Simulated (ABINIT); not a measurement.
The system is TeAs2.

```
CELL_PARAMETERS angstrom
-3.55645 3.55645 2.94052
3.55645 -3.55645 2.94052
3.55645 3.55645 -2.94052
ATOMIC_POSITIONS crystal
Te 0.00000 0.00000 0.00000
Te 0.75000 0.25000 0.50000
As 0.87500 0.62500 0.25000
As 0.37500 0.62500 0.75000
As 0.37500 0.12500 0.75000
As 0.37500 0.62500 0.25000
```

The cell comes from a database or a generator and needn't be the stable form of this composition.

| Property | Result |
| --- | --- |
| Program | ABINIT 10.8.3 (patched build) |
| Task | relaxation of cell and atoms |
| Functional | PBE |
| Dispersion | D3(BJ) |
| Potentials or basis | JTH PAW PBE v2.0 |
| Cutoff | 408 eV |
| k mesh | 5 × 5 × 5 |
| Occupations | fermi-dirac, width 0.05 eV |
| Spin | no spin polarisation |

At the start: pressure -3.1 GPa; volume 24.80 Å³/atom.

**Question.** How do energy, volume and symmetry change on relaxing?

**Answer.** Over 8 steps the energy falls by 14.1 meV/atom and the volume is 23.39 Å³/atom (-5.7 %); space group I4_1/amd (No. 141, to 0.05 Å).

The path:
| step | energy change (eV) | largest force (eV/Å) | pressure (GPa) | volume (Å³) |
| --- | --- | --- | --- | --- |
| 1 | 0.0000 | 0.0000 | -3.09 | 148.77 |
| 2 | -0.0246 | 0.0000 | -2.54 | 147.37 |
| 3 | -0.0719 | 0.0000 | 0.18 | 141.28 |
| 4 | -0.0735 | 0.0000 | 0.02 | 141.54 |
| 5 | -0.0803 | 0.0000 | -0.41 | 141.82 |
| 6 | -0.0837 | 0.0000 | -0.38 | 141.23 |
| 7 | -0.0848 | 0.0000 | -0.12 | 140.52 |
| 8 | -0.0849 | 0.0000 | -0.01 | 140.31 |

Final structure:
```xyz
6
Lattice="-3.4569 3.4569 2.9354 3.4569 -3.4569 2.9354 3.4569 3.4569 -2.9354" Properties=species:S:1:pos:R:3 pbc="T T T"
Te    0.0000    0.0000    0.0000
Te    0.0000    3.4569    1.4677
As    0.0000    1.7285    3.6692
As    3.4569    1.7285    0.7338
As    1.7285    3.4569   -0.7338
As    1.7285    0.0000    2.2015
```

Caveat: pairwise dispersion overbinds metals, which lowers pressure and volume.
